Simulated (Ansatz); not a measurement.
# Sr: stress in a strained cell

Sr is deformed so: equal xy, yz and zx engineering shear strains of -2 %. What stress and forces result, by LAPW, PAW and all-electron datasets made for the crystal?

Method: DFT LDA, scalar-relativistic, in Ansatz 0.2.0.

### 1 The structure to begin with

The structure is cubic, space group Fm-3m (No. 225). Conventional cell: a = 6.085 Å, b = 6.085 Å, c = 6.085 Å, α = 90.00°, β = 90.00°, γ = 90.00°. Sr (site symmetry m-3m) has 12 Sr at 4.30 Å as nearest neighbours.

As a file:

```cif
data_structure
_symmetry_space_group_name_H-M 'P 1'
_symmetry_Int_Tables_number 1
_cell_length_a 4.3025
_cell_length_b 4.3025
_cell_length_c 4.3025
_cell_angle_alpha 60.000
_cell_angle_beta 60.000
_cell_angle_gamma 60.000
_cell_volume 56.32
loop_
_atom_site_label
_atom_site_type_symbol
_atom_site_fract_x
_atom_site_fract_y
_atom_site_fract_z
_atom_site_occupancy
Sr1 Sr 0.00000 0.00000 0.00000 1
```

### 2 After the deformation

Space group Fm-3m before, R-3m after.

### 3 All-electron LAPW

The input, input.yaml:

```yaml
crystal:
  lattice:
    - [-0.060847, 3.0119265, 3.0119265]
    - [3.0119265, -0.060847, 3.0119265]
    - [3.0119265, 3.0119265, -0.060847]
  atoms:
    - { symbol: Sr, position: [0.0, 0.0, 0.0] }
kpoints:
  mp_grid: { grid: [10, 10, 10] }
  band_path:
    path:
      - [0.0, 0.0, 0.0]
      - [0.5, 0.5, 0.5]
      - [0.2551801333, 0.5, 0.7448198667]
      - [-0.2551801333, 0.2551801333, 0.5]
      - [0.0, 0.0, 0.5]
      - [0.0, 0.0, 0.0]
      - [-0.3775900666, 0.0, 0.3775900666]
      - [0.0, 0.3775900666, 0.6224099334]
      - [0.0, 0.5, 0.5]
    npoints: 5
scf:
  occupations: { method: fermi_dirac, width: 0.08 }
hamiltonian:
  xc: lda
  pseudopotentials: { kind: all_electron, lapw: { basis_error: 0.0005 } }
output:
  forces: true
  stress: true
  eigenvalues: true
```

On the command line:

```sh
$ ansatz run input.yaml --threads 1 --pin off --max-ram 3072MiB --backend cpu --events-out ev --progress --plain --runs-dir out
```

### 4 PAW on the default files

The input, input.yaml:

```yaml
crystal:
  lattice:
    - [-0.060847, 3.0119265, 3.0119265]
    - [3.0119265, -0.060847, 3.0119265]
    - [3.0119265, 3.0119265, -0.060847]
  atoms:
    - { symbol: Sr, position: [0.0, 0.0, 0.0] }
kpoints:
  mp_grid: { grid: [10, 10, 10] }
scf:
  occupations: { method: fermi_dirac, width: 0.08 }
hamiltonian:
  xc: lda
  pseudopotentials: { kind: paw }
output:
  forces: true
  stress: true
  eigenvalues: true
  efg: { contact_densities: true }
```

### 5 All-electron PAW on datasets made for the crystal

input.yaml, as its differences from that of step 4:

```diff
@@ -13,3 +13,3 @@
   xc: lda
-  pseudopotentials: { kind: paw }
+  pseudopotentials: { kind: all_electron, datasets: crystal }
 output:
```

(Steps that only read results are left out.)

Q: Predict the outcome of this session. Wanted: pressure; largest shear or deviatoric stress.

**Answer**, as computed:

| quantity | value |
| --- | --- |
| pressure | LAPW -1.54, PAW -1.54, crystal datasets -1.54 GPa |
| largest shear or deviatoric stress (LAPW) | 0.18 GPa |

**Reading.** The largest part of the stress beyond the pressure is 0.18 GPa in size. No run of the undeformed cell stands beside it, so the pressure holds what the given cell had before the change. PAW: stress within 0.01 GPa of LAPW. Crystal datasets: stress within 0.01 GPa of LAPW.
